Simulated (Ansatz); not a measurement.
# C₂H₇BFNO: vertical ionisation energy

One table from this session's results is given with a row withheld; the runs are named, their logs left out.

The runs use Ansatz 0.2.0, Gaussian basis; unrestricted cation, the program's frozen cores in correlated methods.

The runs, in order: UKS PBE-D4/def2-TZVPP; UKS r2SCAN-D4/def2-TZVPP; UKS PBE0-D4/def2-TZVPP; UKS B3LYP-D4/def2-TZVPP; UKS wB97X-V/def2-TZVPP; UKS wB97M-V/def2-TZVPP; UKS B2PLYP/def2-TZVPP; UHF-CCSD(T)/def2-TZVPP; UHF-MP2/def2-QZVPP; extrapolation to the limit; then −ε(HOMO) from the neutral's earlier runs with LDA (SPW92), PBE-D4, revPBE-D4, BLYP-D4, r2SCAN-D4, B97M-V, PBE0-D4, B3LYP-D4, r2SCANh-D4, r2SCAN0-D4, HSE06-D4, BHLYP-D4, CAM-B3LYP-D4, LC-ωPBE, ωB97X-V, ωB97M-V.

## The relaxed structure

An earlier PBE0-D4 in a triple-zeta def2 set relaxation fixed the geometry.

13 atoms, charge 0, spin multiplicity 1.

Atoms are counted from 1 here; the program's logs count them from 0.

Bond lengths: C1–N2 1.444 Å, C1–H7 1.088 Å, C1–H8 1.097 Å, C1–H9 1.097 Å, N2–C3 1.438 Å, N2–B4 1.409 Å, C3–H10 1.097 Å, C3–H11 1.097 Å, C3–H12 1.091 Å, B4–O5 1.365 Å, B4–F6 1.340 Å, O5–H13 0.957 Å. Angles: N2–C1–H7 110.2°, N2–C1–H8 111.0°, N2–C1–H9 111.0°, H7–C1–H8 108.5°, H7–C1–H9 108.5°, H8–C1–H9 107.6°, C1–N2–C3 113.4°, C1–N2–B4 122.0°, C3–N2–B4 124.6°, N2–C3–H10 111.3°, N2–C3–H11 111.3°, N2–C3–H12 111.8°, H10–C3–H11 107.6°, H10–C3–H12 107.3°, H11–C3–H12 107.3°, N2–B4–O5 126.3°, N2–B4–F6 118.7°, O5–B4–F6 115.1° and more.

The first run:

File in.yaml:

```yaml
crystal:
  periodic: [false, false, false]
  atoms:
    - {symbol: C, position_ang: [-0.406931, -1.230668, 0.851415]}
    - {symbol: N, position_ang: [-0.097846, -0.058376, 0.067405]}
    - {symbol: C, position_ang: [1.259900, -0.028920, -0.404864]}
    - {symbol: B, position_ang: [-1.057217, 0.940471, -0.191808]}
    - {symbol: O, position_ang: [-0.861426, 2.078494, -0.919456]}
    - {symbol: F, position_ang: [-2.291597, 0.791424, 0.308681]}
    - {symbol: H, position_ang: [-1.443139, -1.199855, 1.181056]}
    - {symbol: H, position_ang: [0.237683, -1.292310, 1.736895]}
    - {symbol: H, position_ang: [-0.255655, -2.146010, 0.266017]}
    - {symbol: H, position_ang: [1.971896, -0.044087, 0.429774]}
    - {symbol: H, position_ang: [1.478568, -0.894404, -1.042820]}
    - {symbol: H, position_ang: [1.465734, 0.867915, -0.991421]}
    - {symbol: H, position_ang: [0.020528, 2.181526, -1.276076]}
basis:
  gaussian: {orbitals: def2-TZVPP}
total_charge: 1
magnetization: {spin_polarized: true, initial_magnetization: 1}
hamiltonian: {xc: pbe, dispersion: d4}
```

Started as:

```
$ ansatz run in.yaml --threads 2 --pin off --events-out ev --progress --plain --max-ram 32768MiB --backend cuda --devices 0, --max-vram 18GiB
```

Among the steps run: Cation, UKS PBE-D4/def2-TZVPP; Cation, UKS r2SCAN-D4/def2-TZVPP; Cation, UKS PBE0-D4/def2-TZVPP; Cation, UKS B3LYP-D4/def2-TZVPP; Cation, UKS wB97X-V/def2-TZVPP; Cation, UKS wB97M-V/def2-TZVPP; Cation, UKS B2PLYP (frozen core)/def2-TZVPP; Cation, UHF-CCSD(T)/def2-TZVPP; Cation, UHF-MP2/def2-QZVPP.

One of the session's tables, all rows but one given; the rest of the session is left out.

Orbital estimates, from the neutral's runs:

| functional | −ε(HOMO) (eV) |
| --- | --- |
| LDA (SPW92) | 5.79 |
| PBE-D4 | 5.65 |
| revPBE-D4 | 5.59 |
| BLYP-D4 | 5.55 |
| r2SCAN-D4 | 5.90 |
| B97M-V | ? |
| PBE0-D4 | 7.01 |
| B3LYP-D4 | 6.81 |
| r2SCANh-D4 | 6.42 |
| r2SCAN0-D4 | 7.19 |
| HSE06-D4 | 6.61 |
| BHLYP-D4 | 8.32 |
| CAM-B3LYP-D4 | 8.42 |
| LC-ωPBE | 9.75 |
| ωB97X-V | 9.41 |
| ωB97M-V | 9.32 |

Estimate the missing values for B97M-V.

As computed: −ε(HOMO) (eV): 6.03. In the column «−ε(HOMO) (eV)» it lies between r2SCAN-D4 (5.90) and r2SCANh-D4 (6.42).
